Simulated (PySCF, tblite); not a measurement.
# C₄H₁₀BO₃−: dynamics, then NMR shifts on frames, part 2 of 2

tblite 0.8.0 and PySCF 2.14.0. Atoms count from 0.

## (6) Shielding tensors: 800 fs, PBE0/pcSseg-1

What the job is given:

```
{"job": {"kind": "nmr", "xc": "PBE0", "basis": "pcSseg-1", "pop": false}, "charge": -1, "multiplicity": 1}
C      2.913100    -0.928600     0.695400
C      1.917000    -0.232400    -0.242900
O      0.734300    -0.181800     0.454600
B     -0.486100     0.494900    -0.026300
O     -1.395000     0.624600     1.159600
C     -1.960300    -0.659400     1.239700
C     -1.861200    -1.239600    -0.217000
O     -1.307800    -0.284900    -0.997500
H      3.070100    -0.255300     1.546400
H      2.391100    -1.798400     1.104800
H      3.825100    -1.183500     0.193200
H      1.883000    -0.783400    -1.147200
H      2.266800     0.810200    -0.491200
H     -0.216800     1.564100    -0.486400
H     -1.474600    -1.275200     1.952400
H     -3.053500    -0.560200     1.487800
H     -1.268100    -2.161800    -0.233900
H     -2.862700    -1.539200    -0.595900
```

Level: GIAO PBE0/pcSseg-1 NMR shielding, non-relativistic, gas phase.

What it wrote:

```text
coarse grid: 14888 points
cycle   1  E = -408.2550480043  dE =  1.112e+00  |g| = 1.076e+00  |ddm| = 3.569e+00
cycle   2  E = -407.9237838189  dE =  3.313e-01  |g| = 1.715e+00  |ddm| = 3.939e+00
cycle   3  E = -408.4892129211  dE = -5.654e-01  |g| = 1.167e-01  |ddm| = 2.833e+00
cycle   4  E = -408.4909883521  dE = -1.775e-03  |g| = 7.332e-02  |ddm| = 1.340e-01
cycle   5  E = -408.4920792788  dE = -1.091e-03  |g| = 1.607e-02  |ddm| = 6.519e-02
cycle   6  E = -408.4921162525  dE = -3.697e-05  |g| = 6.253e-03  |ddm| = 1.679e-02
cycle   7  E = -408.4921238678  dE = -7.615e-06  |g| = 4.305e-04  |ddm| = 5.743e-03
final grid: 143384 points
cycle   8  E = -408.5685138618  dE = -5.182e-05  |g| = 1.352e-02  |ddm| = 2.716e-02
cycle   9  E = -408.5684828051  dE =  3.106e-05  |g| = 1.887e-02  |ddm| = 1.981e-02
cycle  10  E = -408.5685473841  dE = -6.458e-05  |g| = 1.338e-03  |ddm| = 1.305e-02
cycle  11  E = -408.5685477713  dE = -3.872e-07  |g| = 2.417e-04  |ddm| = 1.825e-03
cycle  12  E = -408.5685477821  dE = -1.085e-08  |g| = 9.728e-05  |ddm| = 2.441e-04
cycle  13  E = -408.5685477838  dE = -1.649e-09  |g| = 3.259e-05  |ddm| = 1.126e-04
cycle  14  E = -408.5685477839  dE = -1.808e-10  |g| = 8.129e-06  |ddm| = 2.978e-05
converged SCF energy = -408.5685477839

GIAO shielding tensors (ppm)
atom      isotropic    diamagn.    paramagn.     s11        s22        s33       span
  0 C      162.464     250.173     -87.709    142.954    157.413    187.024     44.071
  1 C      126.492     239.832    -113.340    104.196    109.634    165.647     61.450
  2 O      258.523     401.343    -142.819    200.724    250.411    324.435    123.712
  3 B       97.547     187.761     -90.214     87.898     97.324    107.420     19.522
  4 O      278.051     397.562    -119.511    193.352    295.330    345.471    152.120
  5 C      119.027     244.941    -125.914     88.002    107.569    161.509     73.507
  6 C      121.017     243.475    -122.457     90.704    109.586    162.762     72.057
  7 O      288.774     398.754    -109.980    210.255    302.118    353.950    143.695
  8 H       30.307      30.193       0.113     27.177     28.600     35.143      7.966
  9 H       30.504      30.916      -0.412     26.885     30.380     34.247      7.362
 10 H       31.486      29.377       2.108     27.817     28.566     38.074     10.257
 11 H       29.093      32.055      -2.962     23.935     29.038     34.304     10.368
 12 H       27.872      29.868      -1.996     24.184     26.625     32.807      8.622
 13 H       28.750      32.882      -4.132     26.164     27.932     32.154      5.990
 14 H       28.540      31.911      -3.372     25.372     26.694     33.553      8.181
 15 H       27.711      28.686      -0.975     23.177     25.742     34.215     11.039
 16 H       27.935      31.265      -3.330     24.244     26.163     33.397      9.154
 17 H       28.010      29.228      -1.217     23.792     26.125     34.113     10.321
```

Run time: 37 s. Hardware: 1 thread of Intel Xeon Platinum 8259CL at 2.50GHz, shared host; peak memory 0.83 GiB.

This run: δ C5 67.9, C6 65.9, C1 60.4, C0 24.5, H15 4.01, H12 3.85 ppm.

## (7) Nuclear shieldings: 1000 fs, PBE0/pcSseg-1

What the job is given:

```
{"job": {"kind": "nmr", "xc": "PBE0", "basis": "pcSseg-1", "pop": false}, "charge": -1, "multiplicity": 1}
C      3.111000    -0.658900     0.354500
C      1.875700    -0.142000    -0.412100
O      0.912700     0.071100     0.554700
B     -0.461200     0.158800     0.016200
O     -1.449300     0.444200     1.075300
C     -2.309000    -0.601800     1.206600
C     -2.119700    -1.543100    -0.034100
O     -0.962900    -1.058500    -0.658500
H      3.304700    -0.018500     1.204100
H      2.734900    -1.675100     0.722600
H      3.977200    -0.847600    -0.246800
H      1.604200    -0.958500    -1.099000
H      2.153400     0.796600    -0.955600
H     -0.576600     1.125200    -0.849300
H     -2.136000    -1.315200     2.103700
H     -3.359600    -0.346100     1.328400
H     -1.944900    -2.581400     0.201000
H     -2.979300    -1.506600    -0.740500
```

Method: GIAO PBE0/pcSseg-1 NMR shielding, non-relativistic, gas phase.

What it wrote:

```text
coarse grid: 14888 points
cycle   1  E = -408.2537173256  dE =  1.015e+00  |g| = 1.074e+00  |ddm| = 3.551e+00
cycle   2  E = -407.8977356240  dE =  3.560e-01  |g| = 1.746e+00  |ddm| = 3.874e+00
cycle   3  E = -408.4863770166  dE = -5.886e-01  |g| = 1.119e-01  |ddm| = 2.767e+00
cycle   4  E = -408.4880718957  dE = -1.695e-03  |g| = 6.959e-02  |ddm| = 1.248e-01
cycle   5  E = -408.4891417755  dE = -1.070e-03  |g| = 1.349e-02  |ddm| = 6.016e-02
cycle   6  E = -408.4891666225  dE = -2.485e-05  |g| = 6.027e-03  |ddm| = 1.374e-02
cycle   7  E = -408.4891732908  dE = -6.668e-06  |g| = 4.922e-04  |ddm| = 5.100e-03
final grid: 143384 points
cycle   8  E = -408.5647619984  dE = -3.902e-05  |g| = 1.290e-02  |ddm| = 2.312e-02
cycle   9  E = -408.5647321765  dE =  2.982e-05  |g| = 1.822e-02  |ddm| = 1.935e-02
cycle  10  E = -408.5647926107  dE = -6.043e-05  |g| = 1.224e-03  |ddm| = 1.280e-02
cycle  11  E = -408.5647929508  dE = -3.401e-07  |g| = 1.934e-04  |ddm| = 1.820e-03
cycle  12  E = -408.5647929589  dE = -8.066e-09  |g| = 6.292e-05  |ddm| = 2.199e-04
cycle  13  E = -408.5647929596  dE = -7.543e-10  |g| = 2.151e-05  |ddm| = 6.758e-05
converged SCF energy = -408.5647929596

GIAO shielding tensors (ppm)
atom      isotropic    diamagn.    paramagn.     s11        s22        s33       span
  0 C      159.172     249.731     -90.559    140.559    155.600    181.357     40.798
  1 C      124.420     240.000    -115.580    103.827    108.984    160.448     56.621
  2 O      247.165     398.605    -151.440    200.449    233.566    307.481    107.032
  3 B       94.961     187.134     -92.173     78.985     98.602    107.296     28.311
  4 O      282.488     397.200    -114.712    231.211    253.461    362.792    131.581
  5 C      119.727     238.612    -118.885     87.551    104.912    166.718     79.166
  6 C      113.009     244.568    -131.559     76.757    103.977    158.292     81.535
  7 O      280.281     401.042    -120.761    225.533    257.521    357.790    132.256
  8 H       30.690      30.391       0.299     27.309     29.305     35.456      8.146
  9 H       29.125      29.455      -0.330     25.302     28.700     33.374      8.072
 10 H       31.358      29.490       1.868     28.034     28.502     37.538      9.504
 11 H       27.887      31.185      -3.298     22.760     29.542     31.360      8.600
 12 H       27.867      29.925      -2.058     23.593     26.833     33.174      9.581
 13 H       27.486      31.955      -4.469     24.759     26.331     31.367      6.609
 14 H       26.953      27.726      -0.772     22.970     24.650     33.240     10.270
 15 H       28.318      28.270       0.048     24.826     25.910     34.219      9.393
 16 H       27.713      30.598      -2.885     23.644     26.093     33.401      9.757
 17 H       27.547      29.301      -1.754     23.187     25.659     33.796     10.609
```

Wall time 36 s (1 thread of Intel Xeon Platinum 8259CL at 2.50GHz, shared host); peak memory 0.83 GiB.

Key values: δ C6 73.9, C5 67.2, C1 62.5, C0 27.8, H14 4.76, H13 4.23 ppm.

## (8) Side by side: NMR shifts

Shifts (ppm) of some atoms, chosen among heavy atoms and hydrogens apart, with basis size and wall time:

```tsv
frame	C6	C5	H11	H9	O2	O7	O4	functions	time
250 fs	69.7	68.3	4.78	0.56	80.6	51.2	47.3	186	54 s
425 fs	75.2	67.8	4.22	1.08	82.3	59.4	56.4	186	36 s
625 fs	67.8	75.3	3.85	1.16	89.3	66.9	56.6	186	39 s
800 fs	65.9	67.9	2.62	1.21	77.6	47.3	58.0	186	37 s
1000 fs	73.9	67.2	3.83	2.59	88.9	55.8	53.6	186	36 s
```

## (9) Results

The summary covers parts 1 to 2.

| quantity | value |
| --- | --- |
| thermostat | 200 K |
| mean temperature, second half | 182 K |
| mean potential energy above the minimum | 0.40 eV |
| 13C shifts against TMS (PBE0/pcSseg-1, 250 fs) | 69.7, 68.3, 67.4, 22.5 ppm |
| 1H shifts against TMS (PBE0/pcSseg-1, 250 fs) | 4.78, 4.21, 4.19, 4.17, 3.91, 3.59, 2.65, 1.69, 0.56, 0.43 ppm |
| 17O shifts against H2O (PBE0/pcSseg-1, 250 fs) | 80.6, 51.2, 47.3 ppm |
| 11B shifts against BF3·OEt2 (PBE0/pcSseg-1, 250 fs) | 4.9 ppm |
| range of the shift of O7 | 47.3 to 66.9 ppm |

In the second half the potential energy averages 0.40 eV above the minimum; equipartition over 48 harmonic modes at 200 K would give 0.41 eV. With 18 atoms the temperature swings widely (117 to 248 K). Shifts at one fixed geometry are not the observed spectrum, which averages over the motion. In the first frame run (250 fs): The largest span, 147 ppm, is at O4, where the paramagnetic term is -107 ppm. In ppm, O7 moves most: its shift spreads over 19.6 ppm, from 47.3 (800 fs) to 66.9 (625 fs).
